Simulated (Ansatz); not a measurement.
**GaP2H (singlet): the correlation ladder at distance P2–P3 = 1.790 Å, cc-pVDZ**

The task here is to estimate one member of a computed series from the others.

The runs use Ansatz 0.2.0, Gaussian basis; cc-pVDZ, core rule «outside noble gas», up to 24 orbitals frozen.

To be run: UHF; CCSD(T) on RHF; CCSD(T) on UHF; BCCD(T) on RHF; CISD; CCSDT(Q) on RHF; CCSDT(Q) on UHF; CASSCF and MRCISD+Q, 2 electrons in 2 orbitals; CASSCF and NEVPT2, 2 electrons in 2 orbitals.

37 further runs of the same task are left out: 2 for a mislabelled method, 2 for a known fault of the program, 26 that didn't finish, 7 set aside as unsound or not needed.

## The geometry

The geometry derives from a PBE0/def2-TZVP stationary point (not a proven minimum). One bond is set to the value named and the two fragments are kept rigid. No spin-orbit coupling is included. The filled d shell of Ga may be among the frozen orbitals whatever the setting's name suggests; the logs give the count.

4 atoms, charge 0, spin multiplicity 1.

Atoms are counted from 1 here; the program's logs count them from 0.

Bond lengths: Ga1–P2 2.452 Å, P2–P3 1.790 Å, P2–H4 1.608 Å. Angles: Ga1–P2–P3 168.7°, Ga1–P2–H4 53.9°, P3–P2–H4 114.8°.

The first run:

Input file in.yaml:

```yaml
crystal:
  periodic: [false, false, false]
  atoms:
    - {symbol: Ga, position_ang: [-0.000007, -0.258998, 2.065866]}
    - {symbol: P, position_ang: [0.000002, -0.441871, -0.379060]}
    - {symbol: P, position_ang: [-0.000009, -0.223060, -2.155636]}
    - {symbol: H, position_ang: [0.000015, 0.923930, 0.468829]}
basis:
  gaussian: {orbitals: cc-pVDZ}
magnetization: {spin_polarized: true, initial_magnetization: 0}
hamiltonian: {xc: hf}
output: {orbitals: {seedname: orbitals}}
```

On the command line:

```console
$ ansatz run in.yaml --threads 1 --pin off --events-out ev --progress --plain --max-ram 2393MiB
```

Steps of the session up to this table: UHF; CCSD(T) on RHF; CCSD(T) on UHF; BCCD(T) on RHF; CISD; CCSDT(Q) on RHF; CCSDT(Q) on UHF; CASSCF and MRCISD+Q, 2 electrons in 2 orbitals; CASSCF and NEVPT2, 2 electrons in 2 orbitals.

One table of the session follows, with a row left open; its other results are not shown here.

```
       method  from RCCSDT(Q) (meV)
          RHF               +9056.1
          UHF               +9056.0
         RMP2               +1479.7
        RCCSD                +513.1
     RCCSD(T)                 +79.5
      BCCD(T)                 +76.3
       RCCSDT                 +45.0
    RCCSDT(Q)                     0
  CASSCF pair               +8624.0
  NEVPT2 pair                     ?
  MRCISD pair               +1460.7
MRCISD+Q pair                +298.1
```

**Question.** Estimate the row for NEVPT2 pair.

As computed: from RCCSDT(Q) (meV): +1436.7. In the column «from RCCSDT(Q) (meV)» it lies between RCCSD (+513.1) and MRCISD pair (+1460.7).

Not comparable, so not listed: CCSD(T) on UHF; CCSDT(Q) on UHF (they don't share determinant, frozen orbitals or solution with the rows shown, or repeat one).
